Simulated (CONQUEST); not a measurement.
The system is MnHg.

```
Hg Mn
1.0
     3.31500    0.00000    0.00000
     0.00000    3.31500    0.00000
     0.00000    0.00000    3.31500
Hg Mn
1 1
Cartesian
  0.0000 0.0000 0.0000
  1.6575 1.6575 1.6575
```

| Property | Result |
| --- | --- |
| Program | CONQUEST 1.3 |
| Task | single point |
| Functional | PBE |
| Potentials or basis | PseudoDojo NC PBE, DZP, grid cutoff 150 Ha |
| k mesh | 8 × 8 × 8 |
| Occupations | fermi-dirac, width 0.05 eV |
| Spin | collinear spin, ferromagnetic start |
| Starting moments | [0.0, 4.0] μB |

On this cell: pressure 2.9 GPa; largest force zero by symmetry; net moment 3.96 μB per cell; site moments Hg -0.21; Mn +4.16 μB; band gap on the k mesh none (metal or under the smearing width).

The same run follows on a disturbed copy (atoms moved at random, drawn with an rms of 0.05 Å):

```
Hg Mn
1.0
     3.31500    0.00000    0.00000
     0.00000    3.31500    0.00000
     0.00000    0.00000    3.31500
Hg Mn
1 1
Direct
  0.00726 0.01533 0.99212
  0.49612 0.48514 0.49744
```

**Question.** What changes?

**Answer.** The energy (extrapolated to zero smearing) moves by +10.1 meV/atom; pressure 2.8 GPa; largest force 0.399 eV/Å; net moment 3.95 μB per cell; site moments Hg -0.21; Mn +4.16 μB; band gap on the k mesh none (metal or under the smearing width).

Forces on the atoms (eV/Å):
```
Hg  -0.133 -0.372  0.059
Mn   0.125  0.370 -0.081
```

Stress tensor (GPa, compression positive):
```
 3.02  0.24 -0.12
 0.24  2.43 -0.12
-0.12 -0.12  3.02
```

The forces don't sum to zero, so they hold noise of the program's grid.

Caveats: moments can come out somewhat high in this basis; the basis of atomic orbitals isn't converged, which shifts pressures, moduli and gaps.
